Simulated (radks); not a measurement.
# Fe⁺ in [Ne] 3s2 3p5.75 3d6 4s1.25: an all-electron calculation

An exercise on one series of results from a longer session: the logs are not shown, and one member is left open.

Program: radks (a radial shooting solver on a logarithmic mesh, Libxc functionals) version 1. Level of theory: Dirac Kohn-Sham, exchange-only LDA, spin-unpolarised, spherical densities, point nucleus; open shells fill j = l - 1/2 first. These are calculated values, not measurements, unless marked.

## Starting point

- element: iron (Z = 26)
- charge: +1
- electrons: 25
- configuration: [Ne] 3s2 3p5.75 3d6 4s1.25

The first run:

Input:

```text
Z 26
configuration [Ne] 3s2 3p5.75 3d6 4s1.25 4p0 5s0
relativity Dirac
functional lda,
spin unpolarised
j_filling energy
nucleus point
c 137.035999084
```

One of the session's tables, all rows but one given; the rest of the session is left out.

It belongs to the step «Shells». Sizes of the orbitals, from the radial functions (bohr):

| level | <r> | outermost maximum (interpolated) | 90 % within | nodes |
| --- | --- | --- | --- | --- |
| 1s1/2 | 0.05855 | 0.0383 | 0.105 | 0 |
| 2s1/2 | 0.2674 | 0.223 | 0.415 | 1 |
| 2p1/2 | 0.2337 | 0.178 | 0.384 | 0 |
| 2p3/2 | 0.2368 | 0.181 | 0.388 | 0 |
| 3s1/2 | 0.8112 | 0.701 | 1.22 | 2 |
| 3p1/2 | 0.8503 | 0.707 | 1.31 | 1 |
| 3p3/2 | 0.8598 | 0.715 | 1.33 | 1 |
| 3d3/2 | ? | ? | ? | ? |
| 3d5/2 | 1.096 | 0.705 | 1.91 | 0 |
| 4s1/2 | 2.688 | 2.26 | 4.02 | 3 |
| 4p1/2 | 3.398 | 2.80 | 5.17 | 2 |
| 4p3/2 | 3.430 | 2.83 | 5.21 | 2 |
| 5s1/2 | 7.177 | 6.45 | 10.5 | 4 |

**Question.** Estimate the row for 3d3/2.

As computed: <r>: 1.091; outermost maximum (interpolated): 0.703; 90 % within: 1.90; nodes: 0. In the column «<r>» it lies between 3p3/2 (0.8598) and 3d5/2 (1.096).
